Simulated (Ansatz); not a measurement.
Al, space group P6_3/mmc: relaxations under a series of pressures, run with the Python package of Ansatz (0.2.0).

Input file `al.cif`:
```cif
data_Al
_cell_length_a 2.812455
_cell_length_b 2.812455
_cell_length_c 4.866850
_cell_angle_alpha 90.00000
_cell_angle_beta 90.00000
_cell_angle_gamma 120.00000
_symmetry_space_group_name_H-M 'P 1'
_symmetry_Int_Tables_number 1
loop_
_symmetry_equiv_pos_as_xyz
'x, y, z'
loop_
_atom_site_label
_atom_site_type_symbol
_atom_site_fract_x
_atom_site_fract_y
_atom_site_fract_z
Al1 Al    0.666667    0.333333    0.750000
Al2 Al    0.333333    0.666667    0.250000
```

The script, `compress.py`:
```python
# -*- coding: utf-8 -*-
import ansatz as az
from ase.io import read
import numpy as np

config = {
    "ecut": 500,
    "kmesh": (14, 14, 7),
    "filling": "Marzari-Vanderbilt",
    "width_ev": 0.15,
}

def edges_and_angles(cell):
    cell = np.asarray(cell)
    a, b, c = np.linalg.norm(cell, axis=1)
    cosines = cell[1] @ cell[2] / (b * c), cell[0] @ cell[2] / (a * c), cell[0] @ cell[1] / (a * b)
    return (a, b, c, *np.degrees(np.arccos(cosines)))


def main():
    atoms = read("al.cif")
    al = az.Crystal.from_ase(atoms)

    job = (
        al.calculation()
        .functional(az.Functional.R2SCAN)
        .basis(config["ecut"])
        .kpoints(*config["kmesh"])
        .occupations(config["filling"], width=config["width_ev"])
    )

    rows = []
    for pressure in [-2, 0, 2, 5, 10]:
        outcome = job.relax(cell=True, pressure=pressure).run(threads=1, pin="off")
        cell = outcome.lattice.cell_ang
        n_atoms = len(outcome.lattice.sites)
        volume = abs(np.linalg.det(cell)) / n_atoms
        enthalpy = outcome.report["free_energy_ev"] / n_atoms + pressure * volume / 160.21766
        rows.append((pressure, volume, enthalpy, *edges_and_angles(cell)))
        print(f"{pressure} GPa done: {volume:.4f} A^3/atom")

    print(" P (GPa)  V (A^3/atom)  H (eV/atom)     a       b       c")
    for row in rows:
        print("{:8.1f} {:12.4f} {:14.5f} {:7.4f} {:7.4f} {:7.4f}".format(*row[:6]))
    p, v = np.array([row[0] for row in rows], float), np.array([row[1] for row in rows])
    print("mean bulk modulus between rows (GPa):", np.round(-np.diff(p) / np.diff(np.log(v)), 1))


if __name__ == "__main__":
    main()
```

Its results, one of them left out:

| P (GPa) | relaxed V (Å³/atom) |
| --- | --- |
| -2 | 16.407 |
| 0 | 16.024 |
| 2 | 15.678 |
| 5 | ? |
| 10 | 14.604 |

What volume does the cell relax to at 5 GPa?

Murnaghan's form V = V0 (1 + B' P / B0)^(-1/B') through the 4 rows shown gives V0 = 16.022 Å³, B0 = 88.4 GPa and B' = 4.18, and so 15.229 Å³ an atom at 5 GPa. The run gave 15.227 Å³, 0.01 % away.

Caveats:
- At a fixed pressure a relaxation lowers the enthalpy F + PV, while F alone can rise.
- This isn't the structure that Al takes at ambient conditions.
- Symmetry holds the cell in this phase, whether or not it is the stable one at each pressure.
- Hardware and time: 68 s on 1 thread of Arm Neoverse V2, with other jobs on the host, peak memory 0.44 GiB.
